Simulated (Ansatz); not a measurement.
**SbCl₂ radical: a ladder of functionals and wavefunction methods**

An exercise on one series of results from a longer session: the logs are not shown, and one member is left open.

Program: Ansatz 0.2.0, Gaussian basis. Level of theory: functionals in def2-TZVPP, the program's frozen cores in correlated methods. These are calculated values, not measurements.

Levels to be run: LDA (SPW92), PBE-D4, revPBE-D4, BLYP-D4, r2SCAN-D4, B97M-V, PBE0-D4, B3LYP-D4, r2SCANh-D4, r2SCAN0-D4, HSE06-D4, BHLYP-D4, CAM-B3LYP-D4, LC-ωPBE, ωB97X-V, ωB97M-V, B2PLYP, PBE-QIDH; CCSD(T)/def2-SVP; CCSD(T)/def2-TZVPP; MP2/def2-QZVPP; extrapolation to the limit; RPA on PBE.

### Structure used throughout

All runs share one geometry, relaxed beforehand with PBE0-D4 in a triple-zeta def2 set. Sb takes the def2 core potential; no spin-orbit term is included.

SMILES `[Cl][Sb][Cl]`, 3 atoms, charge 0, spin multiplicity 2.

Atoms are counted from 1 here; the program's logs count them from 0.

Bond lengths: Cl1–Sb2 2.337 Å, Sb2–Cl3 2.337 Å. Angles: Cl1–Sb2–Cl3 98.6°.

Set-up of the first run:

File in.yaml:

```yaml
crystal:
  periodic: [false, false, false]
  atoms:
    - {symbol: Cl, position_ang: [1.049107, 1.312285, 0.708061]}
    - {symbol: Sb, position_ang: [-0.817534, 0.443289, -0.396710]}
    - {symbol: Cl, position_ang: [-0.242472, -1.820374, -0.324651]}
basis:
  gaussian: {orbitals: def2-TZVPP}
magnetization: {spin_polarized: true, initial_magnetization: 1}
hamiltonian: {xc: lda}
output: {orbitals: {seedname: orbitals}}
```

Steps of the session up to this table: LDA; PBE-D4 (GGA); revPBE-D4 (GGA); BLYP-D4 (GGA); r2SCAN-D4 (meta-GGA); B97M-V (meta-GGA); PBE0-D4 (hybrid); B3LYP-D4 (hybrid); r2SCANh-D4 (hybrid); r2SCAN0-D4 (hybrid); HSE06-D4 (hybrid); BHLYP-D4 (hybrid); CAM-B3LYP-D4 (range-separated); LC-ωPBE-D4 (range-separated; the results give it without D4); ωB97X-V (range-separated); ωB97M-V (range-separated); B2PLYP (double hybrid); PBE-QIDH (double hybrid).

One of the session's tables, all rows but one given; the rest of the session is left out.

It belongs to the step «Frontier levels by functional». 

```
  functional  HOMO (eV)  LUMO (eV)  gap (eV)
 LDA (SPW92)          ?          ?         ?
      PBE-D4      -5.15      -4.06      1.09
   revPBE-D4      -5.13      -3.94      1.19
     BLYP-D4      -4.92      -4.04      0.88
   r2SCAN-D4      -5.54      -3.80      1.73
      B97M-V      -5.41      -4.06      1.35
     PBE0-D4      -6.32      -3.31      3.01
    B3LYP-D4      -6.01      -3.64      2.37
  r2SCANh-D4      -5.96      -3.52      2.43
  r2SCAN0-D4      -6.59      -3.10      3.48
    HSE06-D4      -5.93      -3.67      2.26
    BHLYP-D4      -7.25      -2.58      4.66
CAM-B3LYP-D4      -7.51      -2.43      5.08
     LC-ωPBE      -8.94      -1.18      7.76
     ωB97X-V      -8.45      -1.54      6.91
     ωB97M-V      -8.30      -1.56      6.74
```

**Question.** Estimate the row for LDA (SPW92).

The run gave: HOMO (eV): -5.20; LUMO (eV): -4.45; gap (eV): 0.76. In the column «HOMO (eV)» it lies between B97M-V (-5.41) and PBE-D4 (-5.15).
